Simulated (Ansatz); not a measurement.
# C3H10Ge2S, SMILES C=[C](C)[GeH2][S][GeH3]: a single point in a Gaussian basis

Computed with Ansatz's Python interface.

`c3h10ge2s_energy.py`
```python
"""Single point of C3H10Ge2S in a Gaussian basis."""

import argparse
import warnings

import ansatz as az
import numpy as np

parser = argparse.ArgumentParser(description="Single point of C3H10Ge2S in a Gaussian basis.")
parser.add_argument("--basis", required=True, help="Gaussian basis set")
parser.add_argument("--functional", required=True, help="exchange-correlation functional")
args = parser.parse_args()

warnings.simplefilter("ignore", az.DeckWarning)

geometry_ang = [
    ("C", (-1.9762, 0.0576, -1.7301)),
    ("C", (-1.4777, -0.0996, -0.5)),
    ("C", (-2.2884, -0.7675, 0.5706)),
    ("Ge", (0.3022, 0.5241, -0.1019)),
    ("S", (1.566, -1.2029, 0.4906)),
    ("Ge", (3.3345, 0.0993, 0.8199)),
    ("H", (-2.9755, -0.2913, -1.9731)),
    ("H", (-1.3909, 0.5366, -2.5085)),
    ("H", (-2.542, -1.8032, 0.2604)),
    ("H", (-3.2248, -0.1968, 0.7457)),
    ("H", (-1.718, -0.8126, 1.5218)),
    ("H", (0.9147, 1.2087, -1.3508)),
    ("H", (0.2368, 1.5421, 1.065)),
    ("H", (3.0084, 1.1481, 1.9138)),
    ("H", (4.5349, -0.7677, 1.2778)),
    ("H", (3.6961, 0.825, -0.5013)),
]
mol = az.Crystal.molecule()
for symbol, xyz in geometry_ang:
    mol = mol.atom(symbol, xyz)

calculation = mol.calculation()
calculation = calculation.basis(gaussian=args.basis).functional(args.functional)
calculation = calculation.forces()
print(calculation.to_yaml())
trace = []
out = calculation.session().plan().execute(on_event=trace.append)
rep = out.report
for event in trace:
    if event["event"] == "mean_field_evaluation" and event["data"]["evaluation"] <= 25:
        print("pass {evaluation:3d}  E = {energy_ev:.6f} eV  gradient {gradient_ev:.1e}".format(**event["data"]))

print(f"E = {rep['free_energy_ev']:.6f} eV = {rep['free_energy_ev'] / 27.211386246:.7f} Ha")
print("converged:", rep["converged"], " doubts:", rep["published_state_doubts"] or "none")

symbols = [site.symbol for site in mol.cartesian_sites]
print("forces (eV/A)")
for symbol, f in zip(symbols, rep["forces_ev_ang"]):
    print(f"  {symbol:2s} {f[0]:9.4f} {f[1]:9.4f} {f[2]:9.4f}")

charges = rep["charge_distribution"]
print("dipole moment", round(4.803205 * float(np.linalg.norm(charges["dipole_moment_e_ang"])), 3), "D")
print("Mulliken:", [(s, round(q, 3)) for s, q in zip(symbols, charges["mulliken_charges_e"])])
```

```console
$ python c3h10ge2s_energy.py --basis def2-SVPD --functional cam_b3lyp
crystal:
  periodic: [false, false, false]
  atoms:
    - { symbol: C, position_ang: [-1.9762, 0.0576, -1.7301] }
    - { symbol: C, position_ang: [-1.4777, -0.0996, -0.5] }
    - { symbol: C, position_ang: [-2.2884, -0.7675, 0.5706] }
    - { symbol: Ge, position_ang: [0.3022, 0.5241, -0.1019] }
    - { symbol: S, position_ang: [1.566, -1.2029, 0.4906] }
    - { symbol: Ge, position_ang: [3.3345, 0.0993, 0.8199] }
    - { symbol: H, position_ang: [-2.9755, -0.2913, -1.9731] }
    - { symbol: H, position_ang: [-1.3909, 0.5366, -2.5085] }
    - { symbol: H, position_ang: [-2.542, -1.8032, 0.2604] }
    - { symbol: H, position_ang: [-3.2248, -0.1968, 0.7457] }
    - { symbol: H, position_ang: [-1.718, -0.8126, 1.5218] }
    - { symbol: H, position_ang: [0.9147, 1.2087, -1.3508] }
    - { symbol: H, position_ang: [0.2368, 1.5421, 1.065] }
    - { symbol: H, position_ang: [3.0084, 1.1481, 1.9138] }
    - { symbol: H, position_ang: [4.5349, -0.7677, 1.2778] }
    - { symbol: H, position_ang: [3.6961, 0.825, -0.5013] }
basis:
  gaussian:
    orbitals: def2-SVPD
hamiltonian:
  xc: cam_b3lyp
output:
  forces: true

pass   1  E = -127126.229545 eV  gradient 4.8e+01
pass   2  E = -127126.631042 eV  gradient 4.7e+01
pass   3  E = -127131.277478 eV  gradient 4.0e+00
pass   4  E = -127131.299546 eV  gradient 2.1e+00
pass   5  E = -127131.308898 eV  gradient 5.7e-01
pass   6  E = -127131.308911 eV  gradient 5.7e-01
pass   7  E = -127131.337550 eV  gradient 5.9e-01
pass   8  E = -127131.338323 eV  gradient 1.5e-01
pass   9  E = -127131.338371 eV  gradient 4.7e-02
pass  10  E = -127131.338376 eV  gradient 8.6e-03
pass  11  E = -127131.338376 eV  gradient 8.6e-03
pass  12  E = -127131.338376 eV  gradient 2.8e-03
pass  13  E = -127131.338376 eV  gradient 1.1e-03
pass  14  E = -127131.338376 eV  gradient 2.7e-04
pass  15  E = -127131.338376 eV  gradient 6.2e-05
pass  16  E = -127131.338376 eV  gradient 6.3e-05
pass  17  E = -127131.338376 eV  gradient 6.3e-05
E = -127131.338551 eV = -4671.9905190 Ha
converged: True  doubts: none
forces (eV/A)
  C     0.4383    0.1148    0.2897
  C    -0.2319   -0.0917   -0.4561
  C    -0.0206   -0.1548    0.5312
  Ge   -0.3205    0.5890   -0.2687
  S     0.0905   -0.1196    0.0740
  Ge    0.7372    0.1589    0.2102
  H    -0.2355   -0.0195   -0.1647
  H    -0.0278    0.0472   -0.2751
  H     0.0060    0.3529    0.2476
  H     0.2774   -0.3155    0.0317
  H    -0.4087   -0.1106   -0.2471
  H    -0.0682   -0.1145    0.1973
  H     0.1215   -0.1597   -0.0866
  H     0.0376   -0.1684   -0.2051
  H    -0.3081    0.1046   -0.1056
  H    -0.0872   -0.1131    0.2274
dipole moment 1.118 D
Mulliken: [('C', 0.398), ('C', -0.838), ('C', 0.847), ('Ge', 0.1), ('S', -0.705), ('Ge', -0.041), ('H', -0.336), ('H', -0.044), ('H', 0.053), ('H', 0.047), ('H', 0.001), ('H', 0.075), ('H', 0.098), ('H', 0.103), ('H', 0.134), ('H', 0.106)]
```

Notes:
- Total energies depend on the basis set; only differences at equal settings carry meaning.
- The geometry is a force-field or estimated start, not a minimum of this method, and the basis set is short of its limit.
- Early passes use coarser integrals and grids, so their energies can't be compared with the last.
- The whole script took 76 s on 1 thread of Intel(R) Xeon(R) Platinum 8259CL CPU @ 2.50GHz (Skylake/Cascade Lake) (shared host), peak memory 1.4 GiB.
